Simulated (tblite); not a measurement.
# Ge15H36Si15: the cost of one run

Computed with tblite 0.8.0 and PySCF 2.14.0 and routines of our own; the level stands in each step. Atoms count from 0.

## 1. The starting structure

66 atoms, charge 0, multiplicity 1; geometry from: force field, distance geometry or constructed start.

## 2. Optimising the geometry with GFN2-xTB

The job: settings as JSON, then the geometry in Å.

```
{"job": {"kind": "relax", "xc": "GFN2-xTB", "basis": "xTB"}, "charge": 0, "multiplicity": 1}
Ge    -3.456000    -1.745100     1.735400
Ge    -0.694100    -4.510700     1.730100
Ge    -3.455700    -4.515600    -1.032000
Ge    -0.691600    -1.738900    -1.039200
Si    -2.076900    -3.129500    -2.414600
Si    -2.079200    -5.898800     0.349400
Si    -4.845800    -3.126600     0.348700
Ge    -0.687500    -1.740600     4.508500
Si    -2.073200    -3.130400     3.121600
Ge    -0.693700     1.025900     1.738600
Ge    -3.463000     1.025500    -1.035100
Ge    -0.693400     3.794700    -1.033000
Si    -2.079300     2.412400    -2.413000
Si    -2.073700    -0.358900     0.349300
Ge    -0.693100     1.031800    -3.802800
Ge     2.077200    -1.742700     1.743300
Si     0.694500    -3.126400     0.352900
Si     0.693000     5.178300    -2.419000
Ge     2.078500     3.798500     1.739500
Ge     4.851900     1.027600     1.739700
Ge     2.076800     1.030500    -1.031500
Si     3.463200     2.413200    -2.418200
Si     3.467500    -0.353700     0.358600
Si     0.689900    -0.362600    -2.419500
Si     0.694600     2.414300     0.352900
Ge     2.073000     3.795800    -3.800500
Si     0.694800     2.414000    -5.188700
Ge     2.078500     1.027300     4.508200
Si     3.464700     2.412100     3.120000
Si     0.695200    -0.357900     3.125400
H     -4.340700    -0.859400     2.619300
H      0.190500    -5.395400     2.620600
H     -4.345300    -5.396600    -1.918200
H     -2.905200    -2.298200    -3.245700
H     -1.243300    -3.957900    -3.252700
H     -2.906800    -6.727500     1.180500
H     -1.245300    -6.729600    -0.483500
H     -5.676400    -3.957200     1.180800
H     -5.676200    -2.300800    -0.479500
H     -1.579100    -0.856600     5.391600
H      0.192300    -2.629000     5.394200
H     -2.901400    -3.965300     3.957100
H     -1.569400     1.911000     2.616800
H     -4.341700     0.142800    -1.918100
H     -4.348000     1.911700    -0.147200
H     -1.576200     4.681600    -0.153000
H     -2.904900     3.243200    -3.250000
H     -1.574600     0.145900    -4.684000
H      2.964000    -2.626300     2.620600
H      1.527400    -3.959000    -0.477400
H     -0.138200     6.005800    -3.246300
H      1.532100     6.014400    -1.586900
H      2.962000     4.679600     0.853800
H      1.192300     4.678400     2.617400
H      5.733100     1.909100     0.855200
H      5.731900     0.146300     2.621000
H      4.302100     3.237400    -1.588500
H      4.298200     1.587900    -3.250100
H      4.295600    -1.190400    -0.475400
H      1.524600    -1.187700    -3.250400
H      2.958600     4.680900    -4.684800
H     -0.133400     3.242800    -6.021300
H      1.527200     1.581000    -6.018600
H      2.962200     0.146800     5.391500
H      1.201400     1.913300     5.392400
H      4.290600     3.244900     3.954700
```

Launch:

```
$ OMP_NUM_THREADS=8 python large_run.py task.json out
```

This one command runs all jobs of the session in turn.

Q: Estimate the wall time and peak memory of this first job on 8 threads of Arm Neoverse N1, shared host.

About 27 s, with a peak of 0.15 GiB.
